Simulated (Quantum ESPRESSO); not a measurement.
The system is NiMoIrPdW.

```xyz
5
Lattice="2.7608 0.0000 0.0000 -1.3804 2.3909 0.0000 0.0000 0.0000 11.3405" Properties=species:S:1:pos:R:3 pbc="T T T"
Ni    0.0000    0.0000    8.0423
Mo    1.3804    0.7970    3.3369
Pd    1.3804    0.7970   10.1952
Ir    0.0000    0.0000    1.2025
W     1.3804    0.7970    6.0015
```

The cell was built by a generator and needn't be a form met in nature.

Program: Quantum ESPRESSO 7.5. Alike in all runs: task band structure; potentials or basis SG15 PBE 1.2; spin collinear, ferromagnetic start; cell as given; k mesh 7 × 7 × 2; cutoff (eV) 1020; smearing fermi-dirac 0.05 eV; the mesh is coarse, so values aren't converged.

Q: Order these runs on this cell by their pressure, lowest first.
A. level LDA; form of the LDA correlation PZ81
B. level PBE
C. level PBEsol

A: A (-16.1 GPa), C (-9.2 GPa), B (-0.1 GPa).

Caveats: all runs use coarse meshes; the potentials were made for another functional, which shifts forces and pressure (some runs).

Not every run made on this cell is shown here.
